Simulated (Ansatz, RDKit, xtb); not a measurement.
# GeSiN2H8: which of the isomers drawn lies lowest?

A sample of isomers of GeSiN2H8 is drawn. Aim: find which of them has the lowest free energy at 298.15 K, then its properties. The sample is small against all isomers, and the most stable one of this formula need not be in it.

Plan: many cheap relaxations first (GFN2-xTB), then density-functional screening, relaxation at PBE-D3(BJ)/def2-SVP, vibrations (at GFN2-xTB) and a final energy. The numbers are computed, not measured.

**1. Candidates**

Isomers were taken from a list of plausible structures; this is a sample, not all of them. That gives 3 candidates.

```tsv
label	SMILES	spin
c181	N[SiH2][GeH2][NH2]	singlet
c596	N[SiH](N)[GeH3]	singlet
c920	[NH2][GeH]([NH2])[SiH3]	singlet
```

Candidates are built by distance geometry, with a force field where one applies, in up to four conformers (letters a to d).

**Question.** With final energies at CCSD(T)/def2-SVP + MP2/def2-TZVPP - MP2/def2-SVP, which structure will this search put lowest in free energy, and by what margin?

| quantity | value |
| --- | --- |
| lowest structure found | N[SiH](N)[GeH3], singlet |
| next finalist | N[SiH2][GeH2][NH2], singlet, 15.4 kcal/mol higher in G |
| share at equilibrium, among the finalists | 100.0 % |

The search ends on `N[SiH](N)[GeH3]`. Among the finalists first place is clear (15.4 kcal/mol); structures outside the list aren't covered. GFN2-xTB, HF/STO-3G, r2SCAN-D4/def2-SVP, PBE-D3(BJ)/def2-SVP, HF/def2-SVP and MP2/def2-SVP already put its bonding pattern lowest among the structures in one piece. One minimum inside the window was never screened. The search is not exhaustive (a finite list of starts, one conformer a finalist), so a lower isomer can't be ruled out. Only 3 drawn patterns were tried, so whole families of isomers are missing, and the result ranks this sample alone.
